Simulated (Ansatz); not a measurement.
**CH2SeSi: single points off equilibrium**

The atoms stand at a structure displaced at random from a GFN2-xTB minimum. How far do the functionals agree with CCSD(T) there?

Computed with Ansatz 0.2.0, Gaussian basis. Level: single points in def2-TZVPP.

Correlated methods freeze the cores. Filled d shells of the heavier atoms are correlated.

## Step 1: Starting geometry

SMILES `C#[Si][SeH]`, 5 atoms, charge 0, spin multiplicity 1.

Atoms are counted from 1 here; the program's logs count them from 0.

Bond lengths: C1–Si2 1.797 Å, C1–H4 1.086 Å, Si2–Se3 2.310 Å, Se3–H5 1.569 Å. Angles: Si2–C1–H4 123.6°, C1–Si2–Se3 156.3°, Si2–Se3–H5 93.8°.

Coordinates:

```
C    -1.01180   -1.45400    0.60430
Si   -0.34350    0.06150   -0.09370
Se    0.75150    2.09510   -0.07420
H    -1.55860   -2.19230    0.02600
H     2.10920    1.48790   -0.57280
```

## Step 2: CCSD(T)/def2-TZVPP

Contents of run/in.yaml:

```yaml
crystal:
  periodic: [false, false, false]
  atoms:
    - {symbol: C, position_ang: [-1.011800, -1.454000, 0.604300]}
    - {symbol: Si, position_ang: [-0.343500, 0.061500, -0.093700]}
    - {symbol: Se, position_ang: [0.751500, 2.095100, -0.074200]}
    - {symbol: H, position_ang: [-1.558600, -2.192300, 0.026000]}
    - {symbol: H, position_ang: [2.109200, 1.487900, -0.572800]}
basis:
  gaussian: {orbitals: def2-TZVPP}
correlation: {method: ccsd_t}
output: {forces: true}
```

No record of the launch command was kept for these runs.

## Step 3: PBE0-D4/def2-TZVPP

run/in.yaml, as its differences from that of step 2:

```diff
@@ -10,3 +10,3 @@
   gaussian: {orbitals: def2-TZVPP}
-correlation: {method: ccsd_t}
-output: {forces: true}
+hamiltonian: {xc: pbe0, dispersion: d4}
+output: {forces: true, orbitals: {seedname: orbitals}}
```

## Step 4: wB97M-V/def2-TZVPP

run/in.yaml, as its differences from that of step 3:

```diff
@@ -10,3 +10,3 @@
   gaussian: {orbitals: def2-TZVPP}
-hamiltonian: {xc: pbe0, dispersion: d4}
-output: {forces: true, orbitals: {seedname: orbitals}}
+hamiltonian: {xc: {name: wB97M-V}}
+output: {forces: true}
```

## Step 5: r2SCAN-D4/def2-TZVPP

run/in.yaml, as its differences from that of step 4:

```diff
@@ -10,3 +10,3 @@
   gaussian: {orbitals: def2-TZVPP}
-hamiltonian: {xc: {name: wB97M-V}}
+hamiltonian: {xc: r2scan, dispersion: d4}
 output: {forces: true}
```

## Step 6: PBE-D4/def2-TZVPP

run/in.yaml, as its differences from that of step 5:

```diff
@@ -10,3 +10,3 @@
   gaussian: {orbitals: def2-TZVPP}
-hamiltonian: {xc: r2scan, dispersion: d4}
+hamiltonian: {xc: pbe, dispersion: d4}
 output: {forces: true}
```

## Step 7: wB97X-V/def2-TZVPP

run/in.yaml, as its differences from that of step 6:

```diff
@@ -10,3 +10,3 @@
   gaussian: {orbitals: def2-TZVPP}
-hamiltonian: {xc: pbe, dispersion: d4}
+hamiltonian: {xc: {name: wB97X-V}}
 output: {forces: true}
```

## Step 8: revPBE-D4/def2-TZVPP

run/in.yaml, as its differences from that of step 7:

```diff
@@ -10,3 +10,3 @@
   gaussian: {orbitals: def2-TZVPP}
-hamiltonian: {xc: {name: wB97X-V}}
+hamiltonian: {xc: {name: revPBE}, dispersion: d4}
 output: {forces: true}
```

(Steps that only read results are left out.)

Q: Predict the outcome of this session. Wanted: energy less free atoms, CCSD(T)/def2-TZVPP; RMS force component; RMS force error; HOMO and LUMO, PBE0-D4; T1 diagnostic.

As calculated:

| quantity | value |
| --- | --- |
| energy less free atoms, CCSD(T)/def2-TZVPP | -1339.6 kJ/mol |
| RMS force component | 1.235 to 1.616 eV/Å over the methods |
| RMS force error | PBE0-D4 0.270, wB97M-V 0.367, r2SCAN-D4 0.199, PBE-D4 0.205, wB97X-V 0.426, revPBE-D4 0.203 eV/Å |
| HOMO and LUMO, PBE0-D4 | -6.40 and -2.88 eV |
| T1 diagnostic | 0.021 |

In words: Against CCSD(T) the functionals' energies less atoms differ by -100.3 to +15.8 kJ/mol, PBE-D4 by -100.3 kJ/mol. The reference is not at the basis limit: in triple zeta CCSD(T) underbinds, which counts against methods that bind more; the gaps are no ranking. The forces of r2SCAN-D4 come nearest to CCSD(T), those of wB97X-V are farthest. Frozen-core CCSD(T) forces in triple zeta carry basis errors of their own, and this is one geometry, so small gaps rank nothing. The restricted Hartree–Fock reference is unstable towards an unrestricted one at one or more of these structures.
